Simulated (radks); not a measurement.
**Xe in [Xe]: an all-electron calculation**

The task here is to estimate one member of a computed series from the others.

Method: scalar-relativistic Kohn-Sham, exchange-only B88, spin-polarised, spherical densities, point nucleus. Code: radks (a radial shooting solver on a logarithmic mesh, Libxc functionals) version 1.

## The atom as given

```
element       : xenon (Z = 54)
charge        : 0
electrons     : 54
configuration : [Xe]
```

The outer shells:

Xe
```
[Kr] core
4d [↑↓][↑↓][↑↓][↑↓][↑↓]
5s [↑↓]
5p [↑↓][↑↓][↑↓]
```

Set-up of the first run:

The run's settings:

```text
Z 54
configuration [Xe]
relativity scalar-relativistic
functional b88,
spin polarised
nucleus point
c 137.035999084
```

Among the steps run: Self-consistent calculation.

One of the session's tables, all rows but one given; the rest of the session is left out.

It belongs to the step «Shells». Radial moments (bohr):

```
level      <r>  outermost maximum (interpolated)  90 % within  nodes
   1s  0.02665                            0.0172       0.0480      0
   2s   0.1146                            0.0970        0.177      1
   2p   0.1003                            0.0778        0.163      0
   3s   0.3064                             0.279        0.450      2
   3p        ?                                 ?            ?      ?
   3d   0.2809                             0.226        0.441      0
   4s   0.7167                             0.661         1.03      3
   4p   0.7650                             0.693         1.12      2
   4d   0.8776                             0.748         1.33      1
   5s    1.863                              1.62         2.72      4
   5p    2.336                              1.91         3.54      3
```

**Question.** Estimate the row for 3p.

As computed: <r>: 0.3044; outermost maximum (interpolated): 0.273; 90 % within: 0.457; nodes: 1. In the column «<r>» it lies between 3d (0.2809) and 3s (0.3064).
